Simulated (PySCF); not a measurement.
**KLi⁺: the SCF solver's settings**

The same problem is solved with other solver options, one edit a run.

The runs use PySCF 2.14.0; method and basis as typed in the scripts.

2 further runs of the same task are left out: 2 that didn't finish.

### Step 1. Where the work starts

KLi⁺: 2 atoms, charge 1, spin multiplicity 2.

No contacts short enough for the rule that draws bonds.

### Step 2. The base run

Input file input.py:

```python
from pyscf import gto, scf
from pyscf.hessian import thermo

mol = gto.M(
    atom='K 0 0 0; Li 0 0 3.497',
    basis='6-31g*',
    charge=1,
    spin=1,
    symmetry=True,
    verbose=4,
)
mf = scf.UHF(mol)
mf = mf.density_fit(auxbasis='def2-universal-jkfit')
mf.kernel()
hess = mf.Hessian().kernel()
print('wavenumber (cm^-1) =', thermo.harmonic_analysis(mol, hess)['freq_wavenumber'].round(1))
mf.dip_moment()
print('orbital energies (hartree):', [e[max(0, n-3):n+3].round(4) for e, n in zip(mf.mo_energy, mol.nelec)])
```

Started as:

```console
$ OMP_NUM_THREADS=1 python input.py
```

The log of this run is left out.

It gives: E(SCF) = -606.416902 Eh, 9 cycles, ⟨S²⟩ = 0.750, wavenumbers 215 cm⁻¹.

The bond length is a typed value, not an optimised one, so the wavenumber is not that of the minimum. The dipole of an ion depends on the origin.

### Step 3. Second-order solver on

Variant 1 changes second-order solver: off → on.

Input file input.py:

```python
from pyscf import gto, scf
from pyscf.hessian import thermo

mol = gto.M(
    atom='K 0 0 0; Li 0 0 3.497',
    basis='6-31g*',
    charge=1,
    spin=1,
    symmetry=True,
    verbose=4,
)
mf = scf.UHF(mol)
mf = mf.density_fit(auxbasis='def2-universal-jkfit')
mf = mf.newton()
mf.kernel()
hess = mf.Hessian().kernel()
print('wavenumber (cm^-1) =', thermo.harmonic_analysis(mol, hess)['freq_wavenumber'].round(1))
mf.dip_moment()
print('orbital energies (hartree):', [e[max(0, n-3):n+3].round(4) for e, n in zip(mf.mo_energy, mol.nelec)])
```

Started as:

```console
$ OMP_NUM_THREADS=1 python input.py
```

### Step 4. DIIS space 20

Variant 2 changes DIIS space: default → 20.

input.py: that of step 2 with these lines changed.

```diff
@@ -13,2 +13,3 @@
 mf = mf.density_fit(auxbasis='def2-universal-jkfit')
+mf.diis_space = 20
 mf.kernel()
```

### Step 5. Smearing width 0.005 hartree

Variant 3 changes smearing width: none → 0.005 hartree; step after the SCF: frequency → none.

Input file input.py:

```python
from pyscf import gto, scf

mol = gto.M(
    atom='K 0 0 0; Li 0 0 3.497',
    basis='6-31g*',
    charge=1,
    spin=1,
    symmetry=True,
    verbose=4,
)
mf = scf.UHF(mol)
mf = mf.density_fit(auxbasis='def2-universal-jkfit')
mf = scf.addons.smearing_(mf, sigma=0.005, method='fermi')
mf.kernel()
mf.dip_moment()
print('orbital energies (hartree):', [e[max(0, n-3):n+3].round(4) for e, n in zip(mf.mo_energy, mol.nelec)])
```

### Step 6. Convergence threshold 1e-13 hartree

Variant 4 changes convergence threshold: default → 1e-13 hartree.

input.py: that of step 2 with these lines changed.

```diff
@@ -13,2 +13,3 @@
 mf = mf.density_fit(auxbasis='def2-universal-jkfit')
+mf.conv_tol = 1e-13
 mf.kernel()
```

What does the calculation give? Wanted: for each run, E(SCF); from base; gap, α spin; after the SCF.

The runs gave:

| run | E(SCF) (hartree) | from base (eV) | cycles | gap, α spin (eV) | after the SCF |
| --- | --- | --- | --- | --- | --- |
| base | -606.416902 | 0 | 9 | 6.67 | highest mode 215 cm⁻¹ |
| second-order solver on | -606.416902 | 0.0000 | 3 macro | 6.67 | highest mode 215 cm⁻¹ |
| DIIS space 20 | -606.416902 | 0.0000 | 9 | 6.67 | highest mode 215 cm⁻¹ |
| smearing width 0.005 hartree | -606.354703 | not comparable | 7 | n/a | n/a |
| convergence threshold 1e-13 hartree | -606.416902 | 0.0000 | 16 | 6.67 | highest mode 215 cm⁻¹ |

Distance from each run's final energy (log10 hartree) by cycle:

| run | cycle 1 | cycle 2 | cycle 3 | cycle 5 | cycle 8 | cycle 12 |
| --- | --- | --- | --- | --- | --- | --- |
| base | -1.7 | -2.3 | -3.2 | -5.4 | -10.3 | done |
| second-order solver on | -6.1 | < -11 | < -11 | done | done | done |
| DIIS space 20 | -1.7 | -2.3 | -3.2 | -5.4 | -10.3 | done |
| smearing width 0.005 hartree | -2.3 | -3.5 | -4.4 | -8.8 | done | done |
| convergence threshold 1e-13 hartree | -1.7 | -2.3 | -3.2 | -5.4 | -10.3 | < -11 |

What this shows: With second-order solver on or DIIS space 20 or convergence threshold 1e-13 hartree the SCF ends at the base energy. The cycles with DIIS space 20 repeat those of the base digit for digit, so the setting never acted.
